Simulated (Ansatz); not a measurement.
# C₂H₃BCl₂O₂: a ladder of functionals and wavefunction methods

The task here is to estimate one member of a computed series from the others.

The runs use Ansatz 0.2.0, Gaussian basis; functionals in def2-TZVPP, the program's frozen cores in correlated methods.

Levels to be run: LDA (SPW92), PBE-D4, revPBE-D4, BLYP-D4, r2SCAN-D4, B97M-V, PBE0-D4, B3LYP-D4, r2SCANh-D4, r2SCAN0-D4, HSE06-D4, BHLYP-D4, CAM-B3LYP-D4, LC-ωPBE, ωB97X-V, ωB97M-V, B2PLYP, PBE-QIDH; CCSD(T)/def2-SVP; CCSD(T)/def2-TZVPP; MP2/def2-QZVPP; extrapolation to the limit; RPA on PBE.

## The geometry

The geometry comes from an earlier relaxation with PBE0-D4 in a triple-zeta def2 set; it is a stationary point, not always the lowest conformer.

SMILES `CC(=O)OB(Cl)Cl`, 10 atoms, charge 0, spin multiplicity 1.

Atoms are counted from 1 here; the program's logs count them from 0.

Bond lengths: C1–C2 1.490 Å, C1–H8 1.092 Å, C1–H9 1.087 Å, C1–H10 1.092 Å, C2–O3 1.188 Å, C2–O4 1.381 Å, O4–B5 1.355 Å, B5–Cl6 1.746 Å, B5–Cl7 1.743 Å. Angles: C2–C1–H8 109.5°, C2–C1–H9 109.8°, C2–C1–H10 109.5°, H8–C1–H9 110.5°, H8–C1–H10 107.2°, H9–C1–H10 110.2°, C1–C2–O3 127.2°, C1–C2–O4 110.8°, O3–C2–O4 122.0°, C2–O4–B5 127.2°, O4–B5–Cl6 117.0°, O4–B5–Cl7 123.0°, Cl6–B5–Cl7 119.9°.

As a file:

```
C     0.15310   -1.62267    0.39704
C    -0.56017   -0.32773    0.21124
O    -1.59467   -0.00180    0.69545
O     0.11894    0.48179   -0.67774
B     0.22864    1.83217   -0.63653
Cl    0.72275    2.63219   -2.10775
Cl   -0.00851    2.76095    0.81937
H     0.31015   -2.09539   -0.57427
H    -0.42646   -2.27271    1.04708
H     1.13924   -1.43800    0.82900
```

Set-up of the first run:

Input file in.yaml:

```yaml
crystal:
  periodic: [false, false, false]
  atoms:
    - {symbol: C, position_ang: [0.153100, -1.622674, 0.397043]}
    - {symbol: C, position_ang: [-0.560167, -0.327729, 0.211242]}
    - {symbol: O, position_ang: [-1.594672, -0.001803, 0.695446]}
    - {symbol: O, position_ang: [0.118937, 0.481794, -0.677743]}
    - {symbol: B, position_ang: [0.228636, 1.832173, -0.636528]}
    - {symbol: Cl, position_ang: [0.722747, 2.632188, -2.107747]}
    - {symbol: Cl, position_ang: [-0.008506, 2.760952, 0.819373]}
    - {symbol: H, position_ang: [0.310147, -2.095393, -0.574268]}
    - {symbol: H, position_ang: [-0.426463, -2.272710, 1.047084]}
    - {symbol: H, position_ang: [1.139241, -1.437996, 0.828998]}
basis:
  gaussian: {orbitals: def2-TZVPP}
hamiltonian: {xc: lda}
output: {orbitals: {seedname: orbitals}}
```

The run is started by

```bash
$ ansatz run in.yaml --threads 4 --pin off --events-out ev --progress --plain --max-ram 11315MiB
```

Among the steps run: LDA; PBE-D4 (GGA); revPBE-D4 (GGA); BLYP-D4 (GGA); r2SCAN-D4 (meta-GGA); B97M-V (meta-GGA); PBE0-D4 (hybrid); B3LYP-D4 (hybrid); r2SCANh-D4 (hybrid); r2SCAN0-D4 (hybrid); HSE06-D4 (hybrid); BHLYP-D4 (hybrid); CAM-B3LYP-D4 (range-separated); LC-ωPBE (range-separated); ωB97X-V (range-separated); ωB97M-V (range-separated); B2PLYP (double hybrid); PBE-QIDH (double hybrid).

One table of the session follows, with a row left open; its other results are not shown here.

It belongs to the step «Orbital energies across the functionals». 

| functional | HOMO (eV) | gap (eV) |
| --- | --- | --- |
| LDA (SPW92) | -7.20 | 4.69 |
| PBE-D4 | -6.99 | 4.78 |
| revPBE-D4 | -6.92 | 4.81 |
| BLYP-D4 | -6.90 | 4.83 |
| r2SCAN-D4 | -7.35 | 5.42 |
| B97M-V | -7.47 | 5.70 |
| PBE0-D4 | -8.67 | 7.49 |
| B3LYP-D4 | -8.41 | 7.00 |
| r2SCANh-D4 | -7.98 | 6.42 |
| r2SCAN0-D4 | -8.92 | 7.93 |
| HSE06-D4 | -8.26 | 6.70 |
| BHLYP-D4 | -10.27 | 10.28 |
| CAM-B3LYP-D4 | -10.15 | 10.15 |
| LC-ωPBE | -11.49 | 12.66 |
| ωB97X-V | -11.15 | 12.28 |
| ωB97M-V | ? | ? |

Q: Estimate the row for ωB97M-V from the others.

**Answer.** HOMO (eV): -11.08; gap (eV): 12.10. In the column «HOMO (eV)» it lies between ωB97X-V (-11.15) and BHLYP-D4 (-10.27).
